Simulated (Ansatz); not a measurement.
# Pt (fcc type): how the settings move a single-point run

How sensitive is a single-point run of Pt (fcc type) to its settings? A reference run comes first, then one run with altered input.

Method: reference: DFT, LDA, PAW with Ansatz's default frozen-core files, scalar-relativistic, in Ansatz 0.2.0.

### 1 The system as given

It takes space group Fm-3m (No. 225, cubic). Conventional cell: a = 3.894 Å, b = 3.894 Å, c = 3.894 Å, α = 90.00°, β = 90.00°, γ = 90.00°. Pt (site symmetry m-3m) is surrounded by 12 Pt at 2.75 Å.

Structure file:

```xyz
1
Lattice="0.0000 1.9469 1.9469 1.9469 0.0000 1.9469 1.9469 1.9469 0.0000" Properties=species:S:1:pos:R:3 pbc="T T T"
Pt    0.0000    0.0000    0.0000
```

### 2 Reference

input.yaml

```yaml
crystal:
  lattice:
    - [0.0, 1.9469213646, 1.9469213646]
    - [1.9469213646, 0.0, 1.9469213646]
    - [1.9469213646, 1.9469213646, 0.0]
  atoms:
    - { symbol: Pt, position: [0.0, 0.0, 0.0] }
kpoints:
  mp_grid: { grid: [17, 17, 17] }
  band_path:
    path:
      - [0.0, 0.0, 0.0]
      - [0.5, 0.0, 0.5]
      - [0.625, 0.25, 0.625]
      - [0.375, 0.375, 0.75]
      - [0.0, 0.0, 0.0]
      - [0.5, 0.5, 0.5]
      - [0.5, 0.25, 0.75]
      - [0.5, 0.0, 0.5]
    npoints: 8
scf:
  occupations: { method: fermi_dirac, width: 0.05 }
hamiltonian:
  xc: lda
  pseudopotentials: { kind: paw }
output:
  forces: true
  stress: true
  eigenvalues: true
  populations: true
  dos: { projected: true, de: 0.2, e_range: [-14, 8] }
```

On the command line:

```console
ansatz run input.yaml --threads 1 --pin off --max-ram 2048MiB --backend cpu --events-out ev --progress --plain --runs-dir out
```

### 3 Changing settings: occupations.method methfessel_paxton, occupations.width 0.15, dr2_threshold 1.0e-09, n_extra_bands 4

Edit input.yaml of step 2 so:

```diff
@@ -21,3 +21,5 @@
 scf:
-  occupations: { method: fermi_dirac, width: 0.05 }
+  occupations: { method: methfessel_paxton, width: 0.15 }
+  convergence: { dr2_threshold: 1.0e-09 }
+  n_extra_bands: 4
 hamiltonian:
@@ -30,2 +32 @@
   populations: true
-  dos: { projected: true, de: 0.2, e_range: [-14, 8] }
```

Before running it: what results should come out? Wanted: for each run, ending; energy change; pressure; gap; force.

**Answer**, as computed:

```
                                                                                                    run     ending        energy change  pressure (GPa)  gap (eV)  force (eV/Å)  cycles   time
                                                                                              reference  converged                    0             0.0      0.00          0.00       6  1.8 s
1: occupations.method methfessel_paxton, occupations.width 0.15, dr2_threshold 1.0e-09, n_extra_bands 4  converged  +0.1 meV/atom (σ→0)            -0.1      0.00          0.00       6  1.9 s
```

Times don't compare one to one where runs were asked for different outputs or read a saved state (see the inputs); cycles may leave out searches for a lower state.

Residual by cycle in the longest SCF loop of each run; runs are numbered as in the table. The quantity is the density residual dr2, in eV.

```
cycle  reference    run 1
    1    0.00253  0.00261
    2     5.5e-4   5.6e-4
    3     1.6e-6   1.7e-6
    4     5.2e-8   5.5e-8
    5     6.1e-9   6.3e-9
    6    5.2e-11  4.7e-11
```

**Reading.** Changing the smearing and convergence setting leaves the energy as it was (+0.1 meV/atom).
